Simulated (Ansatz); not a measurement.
**AuBr (SMILES [Br][Au]): functionals against CCSD(T) at one geometry**

How do the functionals fare away from a minimum? The structure is a structure displaced at random from a GFN2-xTB minimum.

The runs use Ansatz 0.2.0, Gaussian basis; single points in def2-TZVPP.

Correlated methods freeze the cores. Filled d shells of the heavier atoms are correlated. Core potentials replace the inner electrons past krypton, and spin-orbit coupling is left out.

## 1. Where the work starts

SMILES `[Br][Au]`, 2 atoms, charge 0, spin multiplicity 1.

Atoms are counted from 1 here; the program's logs count them from 0.

Bond lengths: Br1–Au2 2.427 Å.

Coordinates:

```mol
AuBr
  3D, bonds by distance, orders not assigned

  2  1  0  0  0  0  0  0  0  0999 V2000
    1.0008   -0.3922    0.5573 Br  0  0
   -1.0279    0.3960   -0.5167 Au  0  0
  1  2  8  0
M  END
```

## 2. CCSD(T)/def2-TZVPP

File run/in.yaml:

```yaml
crystal:
  periodic: [false, false, false]
  atoms:
    - {symbol: Br, position_ang: [1.000800, -0.392200, 0.557300]}
    - {symbol: Au, position_ang: [-1.027900, 0.396000, -0.516700]}
basis:
  gaussian: {orbitals: def2-TZVPP}
correlation: {method: ccsd_t}
output: {forces: true}
```

The command line of these runs was not kept.

## 3. PBE0-D4/def2-TZVPP

run/in.yaml: that of step 2 with these lines changed.

```diff
@@ -7,3 +7,3 @@
   gaussian: {orbitals: def2-TZVPP}
-correlation: {method: ccsd_t}
-output: {forces: true}
+hamiltonian: {xc: pbe0, dispersion: d4}
+output: {forces: true, orbitals: {seedname: orbitals}}
```

## 4. wB97M-V/def2-TZVPP

run/in.yaml: that of step 3 with these lines changed.

```diff
@@ -7,3 +7,3 @@
   gaussian: {orbitals: def2-TZVPP}
-hamiltonian: {xc: pbe0, dispersion: d4}
-output: {forces: true, orbitals: {seedname: orbitals}}
+hamiltonian: {xc: {name: wB97M-V}}
+output: {forces: true}
```

## 5. r2SCAN-D4/def2-TZVPP

run/in.yaml: that of step 4 with these lines changed.

```diff
@@ -7,3 +7,3 @@
   gaussian: {orbitals: def2-TZVPP}
-hamiltonian: {xc: {name: wB97M-V}}
+hamiltonian: {xc: r2scan, dispersion: d4}
 output: {forces: true}
```

## 6. PBE-D4/def2-TZVPP

run/in.yaml: that of step 5 with these lines changed.

```diff
@@ -7,3 +7,3 @@
   gaussian: {orbitals: def2-TZVPP}
-hamiltonian: {xc: r2scan, dispersion: d4}
+hamiltonian: {xc: pbe, dispersion: d4}
 output: {forces: true}
```

## 7. BHLYP-D4/def2-TZVPP

run/in.yaml: that of step 6 with these lines changed.

```diff
@@ -7,3 +7,3 @@
   gaussian: {orbitals: def2-TZVPP}
-hamiltonian: {xc: pbe, dispersion: d4}
+hamiltonian: {xc: {name: BHLYP}, dispersion: d4}
 output: {forces: true}
```

## 8. BLYP-D4/def2-TZVPP

run/in.yaml: that of step 7 with these lines changed.

```diff
@@ -7,3 +7,3 @@
   gaussian: {orbitals: def2-TZVPP}
-hamiltonian: {xc: {name: BHLYP}, dispersion: d4}
+hamiltonian: {xc: {name: BLYP}, dispersion: d4}
 output: {forces: true}
```

(Steps that only read results are left out.)

Q: Predict the outcome of this session. Wanted: energy less free atoms, CCSD(T)/def2-TZVPP; RMS force component; RMS force error; HOMO and LUMO, PBE0-D4; T1 diagnostic.

**Answer**, as computed:

| quantity | value |
| --- | --- |
| energy less free atoms, CCSD(T)/def2-TZVPP | -249.2 kJ/mol |
| RMS force component | 0.213 to 0.587 eV/Å over the methods |
| RMS force error | PBE0-D4 0.045, wB97M-V 0.113, r2SCAN-D4 0.016, PBE-D4 0.113, BHLYP-D4 0.228, BLYP-D4 0.358 eV/Å |
| HOMO and LUMO, PBE0-D4 | -7.69 and -3.89 eV |
| T1 diagnostic | 0.023 |

What this shows: Against CCSD(T) the functionals' energies less atoms differ by -23.4 to +17.0 kJ/mol, PBE-D4 by -23.4 kJ/mol. A larger basis would deepen the CCSD(T) value, while the functionals are nearly converged already, so the order here is not reliable. The forces of r2SCAN-D4 come nearest to CCSD(T), those of BLYP-D4 are farthest. Frozen-core CCSD(T) forces in triple zeta carry basis errors of their own, and this is one geometry, so small gaps rank nothing.
